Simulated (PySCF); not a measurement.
# A diatomic session: InBr−

One table from this session's results is given with a row withheld; the runs are named, their logs left out.

Program: PySCF 2.14.0. Level of theory: In def2-TZVPPD with ECP28, Br def2-TZVPPD, scalar-relativistic core potentials. These are calculated values, not measurements.

1 further run of the same task is left out (set aside as unsound or not needed).

Set-up of the first run:

Settings of the job:

| Item | Value |
| --- | --- |
| atoms | In, Br |
| charge | -1 |
| basis | In def2-TZVPPD with ECP28, Br def2-TZVPPD |
| Hamiltonian | scalar-relativistic core potentials |
| basis functions | 113 |
| electrons treated | 57 |
| masses in u | 114.9039, 78.9183 |
| levels | PBE0, PBE, r²SCAN, BLYP, LDA, M06-2X, TPSSh, PBEsol, ωB97X-V, HF, MP2, SCS-MP2 |
| grid | 80 radial by 434 angular points |
| occupations | held fixed by the projection of orbital angular momentum |
| dissociation limit | In + Br−, each in its ground configuration |
| starting distance in angstrom | 2.605 |
| values of 2S to try | 1, 3 |

Started as:

```console
> OMP_NUM_THREADS=2 python dia.py task.json out
```

Among the steps run: The job; PBE0 along the bond; Higher solutions at PBE0; PBE; r²SCAN (meta-GGA); BLYP (GGA); LDA; M06-2X (hybrid meta-GGA); TPSSh; PBEsol (GGA); ωB97X-V (range-separated hybrid); UHF.

One of the session's tables, all rows but one given; the rest of the session is left out.

```
      level  Re (Å)  ωe (cm⁻¹)  De (eV)  μ (D)
        UHF   2.851      125.0     0.88  -1.17
    UHF-MP2   2.754      146.9     1.18    n/a
UHF-SCS-MP2   2.784      140.0     1.09    n/a
        LDA   2.699      161.4     1.54  -0.06
        PBE       ?          ?        ?      ?
     PBEsol   2.738      152.7     1.37  -0.17
       BLYP   2.858      128.6     1.04  -0.91
     r²SCAN   2.759      149.2     1.29  -0.39
      TPSSh   2.778      144.3     1.19  -0.55
       PBE0   2.768      145.4     1.20  -0.57
     M06-2X   2.834      136.2     1.10  -1.33
    ωB97X-V   2.771      143.3     1.14  -0.87
```

Estimate the missing values for PBE.

As computed: Re (Å): 2.793; ωe (cm⁻¹): 141.2; De (eV): 1.22; μ (D): -0.50. In the column «Re (Å)» it lies between UHF-SCS-MP2 (2.784) and M06-2X (2.834).

De is counted to In + Br− in their ground configurations. A positive dipole points from In to Br; in an ion it is taken about the centre of mass and does not tell which atom is negative.

Time per point (s) on 2 threads of Arm Neoverse V2, shared host (CPU time, shared integrals of 1.4 s apart; correlated levels include their reference); the times are rough: UHF 2.5, UHF-MP2 5.2, UHF-SCS-MP2 5.2, LDA 1.7, PBE 2.4, PBEsol 1.5, BLYP 1.4, r²SCAN 3.1, TPSSh 4.6, PBE0 4.9, M06-2X 5, ωB97X-V 9.3.

Limits of these values: Lowest PBE0 solution found, without spin–orbit coupling: ²Π (doublet), unpaired electrons π ↑. Warnings in the runs' records: inverted.
